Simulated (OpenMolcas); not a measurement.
**SnSiH6O (SMILES [SiH3][O][SnH3]) at 6 levels**

We compute a comparison of 6 runs (HF/3-21G, B2PLYP/def2-SVP, BLYP/def2-SVP, TPSS/def2-SVP, r2SCAN/def2-SVP, MP2/def2-SVP) of SnSiH6O. 

The results are computed with OpenMolcas 26.06.

**1. Starting point**

SnSiH6O has 9 atoms, charge 0, and is taken as a singlet. As SMILES, `[SiH3][O][SnH3]`. The Si1–H5 distance was set to 2.674 Å, away from the relaxed value. At this shape a bond of the SMILES string is far longer than usual.

Bond lengths: Si1–O2 1.627 Å, O2–Sn3 1.963 Å, Si1–H4 1.492 Å, Si1–H6 1.492 Å, Sn3–H7 1.699 Å, Sn3–H8 1.705 Å, Sn3–H9 1.705 Å. Angles: Si1–O2–Sn3 136.6°, O2–Si1–H4 111.4°, O2–Si1–H6 111.4°, O2–Sn3–H7 103.7°, O2–Sn3–H8 106.7°, O2–Sn3–H9 106.7°, H4–Si1–H6 107.4°, H7–Sn3–H8 113.3°, H7–Sn3–H9 113.3°, H8–Sn3–H9 112.3°.

**2. A single-point energy at HF/3-21G (run 1)**

The input, mol.inp:

```
* H6OSiSn Hartree-Fock

&GATEWAY
  BASLIB=$CurrDir
  COORD
  9
  angstrom
  Si      -1.087097       0.388066      -0.094127
  O        0.170003      -0.485534       0.456673
  Sn       0.457503      -1.863934       1.824073
  H       -2.165597      -0.490134      -0.634327
  H       -0.233000       2.004100      -2.046400
  H       -1.689197       1.219166       0.988873
  H        2.114103      -2.218034       1.697573
  H       -0.545597      -3.179134       1.412373
  H        0.030503      -1.166634       3.319673
  BASIS=3-21G
  GROUP=NoSym

&SEWARD

&SCF
  THRESHOLDS=1e-10 1e-07 1e-07 1e-05
  PRORBITALS=1 1
```

The basis set 3-21G is read from a file made from the Basis Set Exchange's data (not shown).

On the command line:

```console
$ export MOLCAS_MEM=1860
$ pymolcas mol.inp > mol.log
```

The program printed:

```text
--- Start Module: gateway ---
[...]
--- Stop Module: gateway /rc=_RC_ALL_IS_WELL_ ---
--- Start Module: seward ---
[...]
      Basis functions           65
--- Stop Module: seward /rc=_RC_ALL_IS_WELL_ ---
[...]
--- Start Module: scf ---
[...]
       Convergence after  12 Iterations
[...]
::    Total SCF energy                              -6361.4946016889
[...]
      Total spin, S                                     0.0000000000
[...]
      Total electronic charge=   78.000000
      Total            charge=   -0.000000
[...]
      Dipole Moment (debye):
      Origin of the operator (angstrom)=    0.1451   -1.3198    1.3427
                   X= -6.2805E-01               Y= -2.9593E+00               Z=  3.3005E+00           Total=  4.4772E+00
      Quadrupole Moment (debye*angstrom):
[...]
--- Stop Module: scf /rc=_RC_ALL_IS_WELL_ ---
[...]
```

It took 4.2 s on 1 thread of Intel Xeon Platinum 8259CL at 2.50GHz (Skylake/Cascade Lake), shared host; peak memory 0.41 GiB.

**3. The energy at B2PLYP/def2-SVP (core potential) (run 2)**

The input, run.inp:

```
&GATEWAY
 BasLib = $CurrDir
 Coord
 9
 angstrom
 Si      -1.087097       0.388066      -0.094127
 O        0.170003      -0.485534       0.456673
 Sn       0.457503      -1.863934       1.824073
 H       -2.165597      -0.490134      -0.634327
 H       -0.233000       2.004100      -2.046400
 H       -1.689197       1.219166       0.988873
 H        2.114103      -2.218034       1.697573
 H       -0.545597      -3.179134       1.412373
 H        0.030503      -1.166634       3.319673
 Basis = def2-SVP
 Group = NoSym

&SEWARD
 GridInput
 Grid=UltraFine
 End of Grid

&SCF
 KSDFT = B2PLYP_SCF
 Thresholds = 1e-10 1e-07 1e-07 1e-05
 PrOrbitals = 1 2

&MBPT2
 Frozen = 10
```

The basis set def2-SVP is read from a file made from the Basis Set Exchange's data (not shown).

On the command line:

```console
$ export MOLCAS_MEM=1860
$ pymolcas run.inp > run.log
```

The program printed:

```text
--- Start Module: gateway ---
[...]
--- Stop Module: gateway /rc=_RC_ALL_IS_WELL_ ---
[...]
      Basis functions           88
[...]
--- Start Module: scf ---
[...]
       Convergence after  14 Iterations
[...]
::    Total KS-DFT energy                            -581.7361471011
[...]
      Total spin, S                                     0.0000000000
[...]
      Total electronic charge=   50.000000
      Total            charge=   -0.000000
[...]
      Dipole Moment (debye):
      Origin of the operator (angstrom)=    0.1451   -1.3198    1.3427
                   X= -4.1835E-01               Y= -3.2808E+00               Z=  3.5777E+00           Total=  4.8722E+00
      Quadrupole Moment (debye*angstrom):
[...]
--- Stop Module: scf /rc=_RC_ALL_IS_WELL_ ---
[...]
--- Start Module: mbpt2 ---
[...]
 ###    WARNING: MP2 implementation intended for RHF references only         ###
 ###############################################################################
MBPT2 WARNING: Reference function according to RunFile:KS-DFT
I'll assume you know what you're doing and continue
WARNING!
Default frozen orbitals as non valence orbitals is overwritten by user input.
Default values:   3
[...]
       Reference weight ( Cref**2 )         =        0.77665
::    Total MBPT2 energy                             -582.2629842909
[...]
      Total MBPT2 calculations                           0.37      0.43
--- Stop Module: mbpt2 /rc=_RC_ALL_IS_WELL_ ---
[...]
```

Wall time 31 s (1 thread of Intel Xeon Platinum 8259CL at 2.50GHz (Skylake/Cascade Lake), shared host); peak memory 0.48 GiB.

**4. A single-point energy at BLYP/def2-SVP (core potential) (run 3)**

The input, mol.inp:

```
* H6OSiSn Kohn-Sham DFT
>>> EXPORT MOLCAS_PRINT=2

&GATEWAY
 BASLIB
 $CurrDir
 COORD
 9
 bohr
 Si    -2.05431560     0.73333846    -0.17787425
 O      0.32125911    -0.91752628     0.86298690
 Sn     0.86455537    -3.52232477     3.44699840
 H     -4.09238523    -0.92621902    -1.19870430
 H     -0.44030619     3.78720013    -3.86713554
 H     -3.19211970     2.30388984     1.86869914
 H      3.99507567    -4.19147680     3.20794805
 H     -1.03102890    -6.00769257     2.66899816
 H      0.05764232    -2.20461875     6.27327279
 BASIS
 def2-SVP
 GROUP
 NoSym

&SEWARD
 GRIDINPUT
 Grid=UltraFine
 End of Grid

&SCF
 KSDFT
 BLYP
 THRESHOLDS
 1e-10 1e-07 1e-07 1e-05
 PRORBITALS
 1 1
```

The basis set def2-SVP is read from a file made from the Basis Set Exchange's data (not shown).

On the command line:

```console
$ export MOLCAS_MEM=1860
$ pymolcas mol.inp > mol.log
```

The program printed:

```text
--- Start Module: gateway ---
[...]
--- Stop Module: gateway /rc=_RC_ALL_IS_WELL_ ---
--- Start Module: seward ---
[...]
      Basis functions           88
--- Stop Module: seward /rc=_RC_ALL_IS_WELL_ ---
[...]
--- Start Module: scf ---
[...]
       Convergence after  19 Iterations
[...]
::    Total KS-DFT energy                            -582.2787586852
[...]
      Total spin, S                                     0.0000000000
[...]
      Total electronic charge=   50.000000
      Total            charge=   -0.000000
[...]
      Dipole Moment (debye):
      Origin of the operator (angstrom)=    0.1451   -1.3198    1.3427
                   X= -2.1110E-01               Y= -2.9944E+00               Z=  3.2152E+00           Total=  4.3987E+00
      Quadrupole Moment (debye*angstrom):
[...]
--- Stop Module: scf /rc=_RC_ALL_IS_WELL_ ---
[...]
```

Run time: 40 s. Hardware: 1 thread of Intel Xeon Platinum 8259CL at 2.50GHz (Skylake/Cascade Lake), shared host; peak memory 0.48 GiB.

Runs 4 to 5 aren't shown in full; the table further down has their settings and results.

**5. A single-point energy at MP2/def2-SVP (core potential) (run 6)**

The input, mol.input:

```
>>> EXPORT MOLCAS_PRINT=2
&GATEWAY
BasLib = $CurrDir
Coord
9
angstrom
Si      -1.087097       0.388066      -0.094127
O        0.170003      -0.485534       0.456673
Sn       0.457503      -1.863934       1.824073
H       -2.165597      -0.490134      -0.634327
H       -0.233000       2.004100      -2.046400
H       -1.689197       1.219166       0.988873
H        2.114103      -2.218034       1.697573
H       -0.545597      -3.179134       1.412373
H        0.030503      -1.166634       3.319673
Basis = def2-SVP
Group = NoSym
&SEWARD
&SCF
Thresholds = 1e-10 1e-07 1e-07 1e-05
PrOrbitals = 1 2
&MBPT2
Frozen = 10
```

The basis set def2-SVP is read from a file made from the Basis Set Exchange's data (not shown).

On the command line:

```console
$ export MOLCAS_MEM=1860
$ pymolcas mol.input > mol.log
```

The program printed:

```text
--- Start Module: gateway ---
[...]
--- Stop Module: gateway /rc=_RC_ALL_IS_WELL_ ---
[...]
      Basis functions           88
[...]
--- Start Module: scf ---
[...]
       Convergence after  12 Iterations
[...]
::    Total SCF energy                               -580.3667938768
[...]
      Total spin, S                                     0.0000000000
[...]
      Total electronic charge=   50.000000
      Total            charge=   -0.000000
[...]
      Dipole Moment (debye):
      Origin of the operator (angstrom)=    0.1451   -1.3198    1.3427
                   X= -6.1029E-01               Y= -3.5705E+00               Z=  3.9390E+00           Total=  5.3513E+00
      Quadrupole Moment (debye*angstrom):
[...]
--- Stop Module: scf /rc=_RC_ALL_IS_WELL_ ---
[...]
--- Start Module: mbpt2 ---
[...]
WARNING!
Default frozen orbitals as non valence orbitals is overwritten by user input.
Default values:   3
[...]
       Reference weight ( Cref**2 )         =        0.85980
::    Total MBPT2 energy                             -580.7828004008
[...]
      Total MBPT2 calculations                           0.39      0.44
--- Stop Module: mbpt2 /rc=_RC_ALL_IS_WELL_ ---
[...]
```

Wall time 9.3 s (1 thread of Intel Xeon Platinum 8259CL at 2.50GHz (Skylake/Cascade Lake), shared host); peak memory 0.48 GiB.

**6. The series**

```csv
run,level,frozen core orbitals,integration grid,energy (Eh),dipole moment (D) of the reference,HOMO energy (eV),LUMO energy (eV),wall time
1,HF/3-21G,–,–,-6361.494602,4.48,-8.44,1.35,4.2 s
2,B2PLYP/def2-SVP (core potential),10,UltraFine,-581.878393,4.87,-7.25,-0.86,31 s
3,BLYP/def2-SVP (core potential),–,UltraFine,-582.278759,4.40,-5.41,-2.72,40 s
4,TPSS/def2-SVP (core potential),–,UltraFine,-582.320606,4.47,-5.78,-2.77,57 s
5,r2SCAN/def2-SVP (core potential),–,UltraFine,-582.372817,4.56,-5.81,-2.73,53 s
6,MP2/def2-SVP (core potential),10,–,-580.782800,5.35,-8.58,1.20,9.3 s
```

**7. Results**

```
                                           quantity          value
                                run 6: total energy  -580.78280 Eh
          run 6: dipole moment (mean-field density)         5.35 D
         run 6: HOMO energy (Hartree–Fock orbitals)       -8.58 eV
         run 6: LUMO energy (Hartree–Fock orbitals)        1.20 eV
       run 6: HOMO–LUMO gap (Hartree–Fock orbitals)        9.78 eV
run 6: correlation energy (10 core orbitals frozen)     -416.0 mEh
```

In words: Over runs 1, 2, 3, 4, 5 the dipole moment (its size) runs from 4.40 D (BLYP/def2-SVP) to 4.87 D (B2PLYP/def2-SVP). A double hybrid's value is that of its SCF part. Over runs 1, 2, 3, 4, 5 the HOMO–LUMO gap runs from 2.70 eV (BLYP/def2-SVP) to 9.78 eV (HF/3-21G). The two ends differ in method and basis and core potential. For B2PLYP the log adds the whole second-order term; the table takes 0.27 of it, as the functional is defined. Totals of different functionals can't be ranked against each other. Some runs of one species differ in core potentials or relativity; totals across that change don't compare. In runs 1, 2, 3, 4, 5, 6 a closed-shell determinant meets a far-stretched bond, which it describes badly. In run 1 relativity is left out where basis or elements ask for it. All runs together took 3.2 min, the longest 57 s.
